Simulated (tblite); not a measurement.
# C6H11GeNO2: the cost of one run

The runs use tblite 0.8.0 and PySCF 2.14.0, with density-fitted response routines of our own; the level of theory stands in each step. All values are computed, except where a source is named. Atoms count from 0, in the outputs and in this text.

## 1. Starting geometry

21 atoms, charge 0, multiplicity 1; geometry from: force field or distance geometry start.

Bonds of the start (Å): C0–C1 1.30, C1–C2 1.31, C2–C3 1.51, C3–Ge4 1.96, Ge4–N5 1.88, N5–C6 1.46, C3–C7 1.51, C7–O8 1.26, C7–O9 1.38, C0–H10 1.07, C0–H11 1.09, C2–H12 1.08, C3–H13 1.10, Ge4–H14 1.56, Ge4–H15 1.55, N5–H16 1.05, C6–H17 1.11, C6–H18 1.11, C6–H19 1.11, O9–H20 1.02.

## 2. Geometry optimisation with GFN2-xTB

Job settings and geometry (Å):

```
{"job": {"kind": "relax", "xc": "GFN2-xTB", "basis": "xTB"}, "charge": 0, "multiplicity": 1}
C      1.969800    -1.375100    -2.102100
C      1.628400    -0.988500    -0.909100
C      1.308100    -0.615700     0.307200
C      0.482200     0.634500     0.515400
Ge    -1.259800     0.137300     1.266200
N     -2.108400    -1.117800     0.153700
C     -2.353700    -0.514800    -1.154300
C      1.196800     1.562800     1.464700
O      1.497600     1.181700     2.627900
O      1.510000     2.843400     1.044900
H      2.975200    -1.672200    -2.317400
H      1.211900    -1.390200    -2.882800
H      1.558200    -1.238500     1.155500
H      0.308800     1.153500    -0.442400
H     -2.144700     1.416100     1.379800
H     -1.062200    -0.476400     2.678900
H     -1.431900    -1.905000     0.026300
H     -1.402300    -0.242000    -1.648500
H     -2.881700    -1.249800    -1.788500
H     -2.999500     0.378600    -1.040100
H      1.988100     3.495000     1.664200
```

Command:

```bash
$ OMP_NUM_THREADS=1 python probes_run.py task.json out
```

One launch serves the whole session: the jobs run in the order shown.

**Question.** How long does this first job take on 1 thread of Arm Neoverse V1, shared host?

About 1.8 s.
